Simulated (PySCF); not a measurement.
# ZrCl₂: triplet, from a bent start

The task is one start of a wider search on ZrCl₂: the triplet, from a bent start. It is relaxed, tested by its Hessian and followed downhill if it is a saddle.

Computed with PySCF 2.14.0. Level: B3LYP, basis Zr def2-TZVP with ECP28, Cl def2-TZVP, scalar-relativistic core potentials, no spin–orbit coupling, density fitting.

### Step 1. The starting structure

3 atoms, charge 0, spin multiplicity 3.

Bond lengths: Zr1–Cl2 2.530 Å, Zr1–Cl3 2.530 Å. Angles: Cl2–Zr1–Cl3 110.0°.

Coordinates in bohr (charge 0 multiplicity 3):
```
Zr    0.0000    0.0000    0.0000
Cl    3.9165    0.0000    2.7422
Cl   -3.9165    0.0000    2.7422
```

### Step 2. Finding the electronic state

The steps below are one call of a driver around PySCF. For each, scf.py gives the equivalent set-up of the SCF; relaxations use the driver's own optimiser. After this first run the driver tries any further starts and a stability analysis.

Contents of scf.py:

```python
from pyscf import gto, scf, dft
mol = gto.M(atom='''
Zr     0.000000     0.000000     0.000000
Cl     2.072500     0.000000     1.451100
Cl    -2.072500     0.000000     1.451100''',
    basis={'Zr': 'def2-TZVP', 'Cl': 'def2-TZVP'},
    ecp={'Zr': 'def2-TZVP'},
    charge=0, spin=2)
mf = dft.UKS(mol, xc='B3LYP')
mf.grids.atom_grid = (50, 194)
aux = {'Zr': 'def2-universal-JKFIT', 'Cl': 'def2-universal-JKFIT'}
mf = mf.density_fit(auxbasis=aux)
mf.conv_tol = 1e-08
mf.diis_space = 10
mf.max_cycle = 60
mf.init_guess = 'minao'
mf.verbose = 4
mf.kernel()
```

Started as:

```bash
$ OMP_NUM_THREADS=4 python axn.py task.json out
```

The log of the run:

```text
init E= -962.144311289464
[... the frontier-level lines of each cycle are left out ...]
cycle= 1 E= -966.858420998218  delta_E= -4.71  |g|= 1.15  |ddm|= 3.12
cycle= 2 E= -965.926580091814  delta_E= 0.932  |g|= 1.38  |ddm|= 4.17
cycle= 3 E= -967.513695011272  delta_E= -1.59  |g|= 0.334  |ddm|= 3.99
cycle= 4 E= -967.582752391159  delta_E= -0.0691  |g|= 0.118  |ddm|= 0.37
cycle= 5 E= -967.591024659151  delta_E= -0.00827  |g|= 0.0332  |ddm|= 0.203
cycle= 6 E= -967.592478604658  delta_E= -0.00145  |g|= 0.0197  |ddm|= 0.0849
cycle= 7 E= -967.593254346265  delta_E= -0.000776  |g|= 0.0118  |ddm|= 0.0581
cycle= 8 E= -967.594283492735  delta_E= -0.00103  |g|= 0.00474  |ddm|= 0.14
cycle= 9 E= -967.594380154222  delta_E= -9.67e-05  |g|= 0.00263  |ddm|= 0.0306
cycle= 10 E= -967.59442350976  delta_E= -4.34e-05  |g|= 0.00104  |ddm|= 0.0298
cycle= 11 E= -967.594426738694  delta_E= -3.23e-06  |g|= 0.000313  |ddm|= 0.00918
cycle= 12 E= -967.594426832667  delta_E= -9.4e-08  |g|= 8.81e-05  |ddm|= 0.000893
cycle= 13 E= -967.59442684116  delta_E= -8.49e-09  |g|= 1.85e-05  |ddm|= 0.000424
Extra cycle  E= -967.594426841583  delta_E= -4.22e-10  |g|= 2.4e-05  |ddm|= 7.74e-05
converged SCF energy = -967.594426841583  <S^2> = 2.0032987  2S+1 = 3.0021983
```

This step, with its further starts and checks, ran for 13 s (4 threads of Arm Neoverse V2, shared host).

The starts that the driver tried:

| start | energy (Eh) |
| --- | --- |
| the minimal-basis guess | -967.594427 |
| a thermally smeared density | -967.594427 |
| a smeared PBE density | -967.594427 |

No lower solution of this spin turned up from the other starts or in the test of internal stability.

### Step 3. Relaxation: bent start, triplet

The program finds C2v symmetry in the start, which this walk keeps. The walk stops when the largest gradient is under 0.0003 Eh/bohr and the energy has settled too.

scf.py, as its differences from that of step 2:

```diff
@@ -3,3 +3,3 @@
-Zr     0.000000     0.000000     0.000000
-Cl     2.072500     0.000000     1.451100
-Cl    -2.072500     0.000000     1.451100''',
+Zr     0.000000     0.000000    -0.634917
+Cl     2.072500     0.000000     0.816183
+Cl    -2.072500     0.000000     0.816183''',
@@ -16 +15,0 @@
-mf.init_guess = 'minao'
```

Energy and gradient, step by step:

| step | energy (Eh) | change (kJ/mol) | largest symmetric gradient (Eh/bohr) |
| --- | --- | --- | --- |
| 0 | -967.594427 | 0.00 | 0.05067 |
| 1 | -967.607981 | -35.59 | 0.02799 |
| 2 | -967.612942 | -48.61 | 0.00878 |
| 3 | -967.614303 | -52.18 | 0.00298 |
| 4 | -967.615398 | -55.06 | 0.00541 |
| 5 | -967.615601 | -55.59 | 0.00299 |
| 6 | -967.615727 | -55.92 | 0.00036 |
| 7 | -967.615737 | -55.95 | 0.00013 |
| 8 | -967.615738 | -55.95 | 0.00002 |

The walk took 18 s.

Geometry (Å) and forces (eV/Å) at some steps:

```
step 0
Zr   0.000   0.000  -0.635   0.000   0.000   2.606
Cl   2.072   0.000   0.816  -1.329   0.000  -1.303
Cl  -2.072   0.000   0.816   1.329   0.000  -1.303
step 1
Zr   0.000   0.000  -0.520   0.000   0.000   1.439
Cl   2.065   0.000   0.759  -0.688   0.000  -0.720
Cl  -2.065   0.000   0.759   0.688   0.000  -0.720
step 4
Zr   0.000   0.000  -0.214   0.000   0.000   0.278
Cl   2.240   0.000   0.606  -0.262   0.000  -0.139
Cl  -2.240   0.000   0.606   0.262   0.000  -0.139
step 8
Zr   0.000   0.000  -0.148   0.000   0.000   0.001
Cl   2.254   0.000   0.573  -0.001   0.000   0.000
Cl  -2.254   0.000   0.573   0.001   0.000   0.000
```

End point (C2v, 8 steps, 56.0 kJ/mol gained): Zr–Cl 2.367 Å (×2); Cl–Zr–Cl 144.5°.

### Step 4. Hessian and properties

The point is checked on the finer grid, and tightened if its gradient asks for it. The Hessian and the dipole derivatives come from central differences of analytic gradients, with steps of 0.02 bohr.

scf.py, as its differences from that of step 3:

```diff
@@ -3,3 +3,3 @@
-Zr     0.000000     0.000000    -0.634917
-Cl     2.072500     0.000000     0.816183
-Cl    -2.072500     0.000000     0.816183''',
+Zr     0.000000     0.000000    -0.276030
+Cl     2.274492     0.000000     0.385774
+Cl    -2.274492     0.000000     0.385774''',
@@ -10 +10 @@
-mf.grids.atom_grid = (50, 194)
+mf.grids.atom_grid = (75, 302)
@@ -13 +13 @@
-mf.conv_tol = 1e-08
+mf.conv_tol = 1e-10
```

This SCF starts from the last density.

Log of the central SCF (cycles and frontier levels):

```text
init E= -967.615590729892
[... the frontier-level lines of each cycle are left out ...]
cycle= 1 E= -967.615590729893  delta_E= -4.55e-13  |g|= 1.07e-06  |ddm|= 2.15e-06
Extra cycle  E= -967.615590729892  delta_E= 9.09e-13  |g|= 1.15e-06  |ddm|= 1.86e-06
converged SCF energy = -967.615590729892  <S^2> = 2.0029399  2S+1 = 3.0019593
```

The whole step took 37 s.

Geometry: C2v; Zr–Cl 2.369 Å (×2); Cl–Zr–Cl 147.6°.

Modes, for the most abundant isotopes:

| symmetry | ω (cm⁻¹) | IR (km/mol) |
| --- | --- | --- |
| a1 | 46 | 5.2 |
| a1 | 349 | 9.3 |
| b2 | 398 | 143 |

Every mode is real; the point is a minimum.

Constants and moments:

| Item | Value |
| --- | --- |
| Dipole moment | 1.55 D |
| Highest occupied level | -5.62 eV |
| Lowest empty level | -3.10 eV |
| Rotational constants | 0.9784, 0.04659, 0.04447 cm⁻¹ |
| Zero-point energy | 4.7 kJ/mol |
| Principal polarisabilities | 77.7, 78.0, 91.1 bohr³ |
| Atomisation energy without zero-point energy | 952 kJ/mol |
| Principal traceless quadrupole moments about the centre of mass | -11.80, 5.41, 6.39 D Å |
| Entropy at 298.15 K and 1 bar (electronic part: spin only) | 314.8 J/(mol K) |
| Heat capacity Cp at 298.15 K | 54.3 J/(mol K) |
| Enthalpy at 298.15 K above 0 K | 13.90 kJ/mol |
| Rotational symmetry number | 2 |
| Spin squared ⟨S²⟩ | 2.003 |

Populations by atom (charges in e):

```
 atom  Mulliken  Löwdin  polar tensor  spin (Mulliken)  Mayer order to Zr1
  Zr1      0.80   -0.06          1.18             2.05                   –
Cl2,3     -0.40    0.03         -0.59            -0.02                1.07
```

Outer orbital energies (eV). α occupied: -10.60, -9.65, -9.39, -9.13, -9.10, -9.09, -5.75, -5.62; empty: -3.10, -2.38, -2.30, -0.95. β occupied: -21.95, -21.62, -10.53, -9.61, -9.37, -9.13, -9.11, -9.07; empty: -3.02, -2.42, -1.97, -1.92.

Mulliken populations on Zr1 (outside its core potential): s 2.70, p 6.22, d 2.24, f 0.04.

### Step 5. Summary of results

| quantity | value |
| --- | --- |
| minimum | triplet, C2v |
| geometry | Zr–Cl 2.369 Å (×2); Cl–Zr–Cl 147.6° |
| wavenumbers (cm⁻¹) | 46 (a1), 349 (a1), 398 (b2) |
| dipole moment | 1.55 D |
| highest occupied, lowest empty level (either spin) | -5.62, -3.10 eV |
| polar-tensor charge of Zr1 | +1.18 e |
| zero-point energy | 4.7 kJ/mol |
| entropy at 298.15 K | 314.8 J/(mol K) |
| atomisation energy (no zero-point energy) | 952 kJ/mol |
| ⟨S²⟩ | 2.003 |

**Reading.** The molecule stays C2v, as typed, and the end point is a minimum. The strongest infrared band lies at 398 cm⁻¹ (b2, stretch). Most of the spin sits on Zr1 (Mulliken spin 2.05, against 2 for the whole molecule). Only this shape and spin were tried, so other structures or states may lie lower. Open d and f shells are described by one determinant, and the ground state may have another occupation or spin.

The search up to here took 68 s.
